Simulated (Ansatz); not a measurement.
The system is BaY.

```
CELL_PARAMETERS angstrom
4.42037 0.00000 0.00000
0.00000 4.42037 0.00000
0.00000 0.00000 4.42037
ATOMIC_POSITIONS crystal
Ba 0.00000 0.00000 0.00000
Y 0.50000 0.50000 0.50000
```

The cell was built by a generator and needn't be a form met in nature.

Base run:

```yaml
Program: Ansatz 0.2.0
Functional: BLYP
Potentials_or_basis: Ansatz PAW
Cutoff: "420 eV (not typed: the program's choice for these potentials)"
k_mesh: 6 × 6 × 6
Occupations: fermi-dirac, width 0.05 eV
Spin: no spin polarisation
```

Its results: band gap on the k mesh none (metal or under the smearing width); pressure 1.0 GPa.

Problem. After a change of settings the same cell gave: band gap on the k mesh none (metal or under the smearing width); pressure -1.4 GPa. Which change was it?
A. functional from BLYP to r2SCAN; cutoff from 420 eV (not typed: the program's choice for these potentials) to 500 eV (not typed: the program's choice for these potentials)
B. functional from BLYP to PBEsol
C. functional from BLYP to RPBE
D. functional from BLYP to PBE

Solution. B.

PBEsol binds more tightly than BLYP, so the same cell stands under less pressure.

Caveats: spin-orbit coupling is left out, which moves the levels of the heavy elements; the PAW data sets come from PBE, with cores solved anew for the run's functional, which leaves a small shift of forces and pressure.
